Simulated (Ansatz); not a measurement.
# TiMo: structure and electronic properties

The task here is to estimate one member of a computed series from the others.

Method: DFT r2SCAN, scalar-relativistic, plane waves, PAW, in Ansatz 0.2.0.

## The system as given

Symmetry: Cmmm, No. 65, orthorhombic system. Conventional cell: a = 3.187 Å, b = 4.721 Å, c = 4.251 Å, α = 90.00°, β = 90.00°, γ = 90.00°. Around Ti (site symmetry mmm) lie 4 Mo at 2.66 Å and 4 Ti at 2.85 Å. Mo (site symmetry mmm) is surrounded by 4 Ti at 2.66 Å and 4 Mo at 2.85 Å.

Coordinates:

```
Ti Mo
1.0
     1.59357   -2.36042    0.00000
     1.59357    2.36042    0.00000
     0.00000    0.00000    4.25072
Ti Mo
1 1
Direct
  0.50000 0.50000 0.50000
  0.00000 0.00000 0.00000
```

The structure comes from the Materials Project (structure only).

Set-up of the first run:

(A quick probe on a coarse mesh, which set the mesh and smearing, is not shown.)

File input.yaml:

```yaml
crystal:
  lattice:
    - [1.593572, -2.3604228448, 0.0]
    - [1.593572, 2.3604228448, 0.0]
    - [0.0, 0.0, 4.2507215034]
  atoms:
    - { symbol: Ti, position: [0.5, 0.5, 0.5] }
    - { symbol: Mo, position: [0.0, 0.0, 0.0] }
basis:
  ecutwfc: 500
kpoints:
  mp_grid: { grid: [16, 16, 10] }
hamiltonian:
  xc: r2scan
scf:
  occupations: { method: gaussian, width: 0.1 }
output:
  forces: true
  stress: true
  eigenvalues: true
relax:
  adjacent_minimum: "off"
  f_tol: 0.005
  max_steps: 80
  cell: { stress_tol: 0.05 }
```

Steps of the session up to this table: Full relaxation; Bands, states and charges; The cell scaled to 0.97 of its volume; Volume × 1.03; Volume × 0.94; The cell scaled to 1.06 of its volume.

One of the session's tables, all rows but one given; the rest of the session is left out.

It belongs to the step «Equation of state». 

```
volume (Å³/atom)  energy above the lowest point (meV/atom)  pressure (GPa)
          14.859                                      35.7           12.74
          15.333                                         ?               ?
          15.808                                       0.0            0.01
          16.282                                       7.9           -5.11
          16.756                                      29.8           -9.54
```

**Question.** Estimate the row for volume (Å³/atom) = 15.333.

Worked estimate for «energy above the lowest point (meV/atom)». A straight line through the neighbours (14.859, 35.7) and (15.808, 0.0) gives 35.7 + (0.0 − 35.7) × (15.333 − 14.859) / (15.808 − 14.859) = 17.9; a parabola fitted to 3 rows on both sides gives 9.3.

The run gave: energy above the lowest point (meV/atom): 8.4; pressure (GPa): 5.92. In «energy above the lowest point (meV/atom)» the line misses by +9.5 and the parabola by +0.9.
